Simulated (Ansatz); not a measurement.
# C2H3Cl2In: shape, modes and thermochemistry

The task is to find a stationary geometry of C2H3Cl2In, check the end point by its vibrations and derive ideal-gas thermochemistry, and look at its orbitals and charge.

Method: RKS PBE0-D4/def2-TZVP; program: Ansatz 0.2.0, Gaussian basis.

The runs, in order: relaxation at PBE0-D4/def2-TZVP; harmonic vibrations at the same level; a single point in def2-TZVPP for the fields.

1 further run of the same task is left out (for a known fault of the program).

### Step 1. The system as given

8 atoms, charge 0, spin multiplicity 1.

Atoms are counted from 1 here; the program's logs count them from 0.

Bond lengths: C1–C2 1.315 Å, C1–H6 1.084 Å, C1–H7 1.082 Å, C2–In3 2.227 Å, C2–H8 1.082 Å, In3–Cl4 2.314 Å, In3–Cl5 2.315 Å. Angles: C2–C1–H6 121.8°, C2–C1–H7 122.1°, H6–C1–H7 116.1°, C1–C2–In3 119.9°, C1–C2–H8 123.8°, In3–C2–H8 116.3°, C2–In3–Cl4 120.8°, C2–In3–Cl5 125.7°, Cl4–In3–Cl5 113.4°.

As a file:

```xyz
8
charge 0, multiplicity 1
C    -0.21293   -1.00865    1.21194
C     0.30715    0.13564    0.82664
In    0.08109    0.80457   -1.28561
Cl   -1.08220   -0.48026   -2.81837
Cl    0.92770    2.76491   -2.18071
H    -0.12127   -1.36326    2.23226
H    -0.75533   -1.65146    0.53109
H     0.85578    0.79851    1.48277
```

The start is a GFN2-xTB geometry. In takes the def2 core potential; no spin-orbit term is included.

### Step 2. Relaxation at PBE0-D4/def2-TZVP

Input file in.yaml:

```yaml
crystal:
  periodic: [false, false, false]
  atoms:
    - {symbol: C, position_ang: [-0.212930, -1.008650, 1.211940]}
    - {symbol: C, position_ang: [0.307150, 0.135640, 0.826640]}
    - {symbol: In, position_ang: [0.081090, 0.804570, -1.285610]}
    - {symbol: Cl, position_ang: [-1.082200, -0.480260, -2.818370]}
    - {symbol: Cl, position_ang: [0.927700, 2.764910, -2.180710]}
    - {symbol: H, position_ang: [-0.121270, -1.363260, 2.232260]}
    - {symbol: H, position_ang: [-0.755330, -1.651460, 0.531090]}
    - {symbol: H, position_ang: [0.855780, 0.798510, 1.482770]}
basis:
  gaussian: {orbitals: def2-TZVP}
hamiltonian: {xc: pbe0, dispersion: d4}
relax: {f_tol: 0.005, max_steps: 150}
```

Command:

```console
$ ansatz run in.yaml --threads 4 --pin off --events-out ev --progress --plain --max-ram 10444MiB
```

After this run come: Harmonic vibrations; Orbitals, density and potential.

Q: Predict the results of all the runs planned. Wanted: point group; shift from the start; total energy; dispersion term; dipole moment; lowest, highest wavenumber; zero-point energy; HOMO, LUMO.

The runs gave:

| quantity | value |
| --- | --- |
| point group | Cs |
| steps | 10 |
| shift from the start (rms) | 0.056 Å |
| total energy | -32335.0945 eV |
| dispersion term | -181 meV |
| dipole moment | 3.74 D |
| lowest, highest wavenumber | 59, 3211 cm⁻¹ |
| zero-point energy | 115.1 kJ/mol |
| entropy at 298.15 K | 385.0 J/(mol K) |
| HOMO, LUMO | -8.53, -1.94 eV |

The relaxed geometry lies 0.06 Å (rms) from the start; the bond that changed most is C2–In3, from 2.227 to 2.107 Å. No mode is imaginary: a true minimum at this level. The stiffest mode, 3211 cm⁻¹, is a C–H stretch, and 4 modes under 200 cm⁻¹ make the vibrational entropy uncertain. Harmonic hybrid wavenumbers usually lie a few per cent above measured fundamentals. The largest Mulliken charge, +0.89 e, sits on In3. The HOMO lies mostly on Cl4, Cl5 about 27 % each; C2 21 % and the LUMO on In3 46 %; C1, C2 about 15 % each.
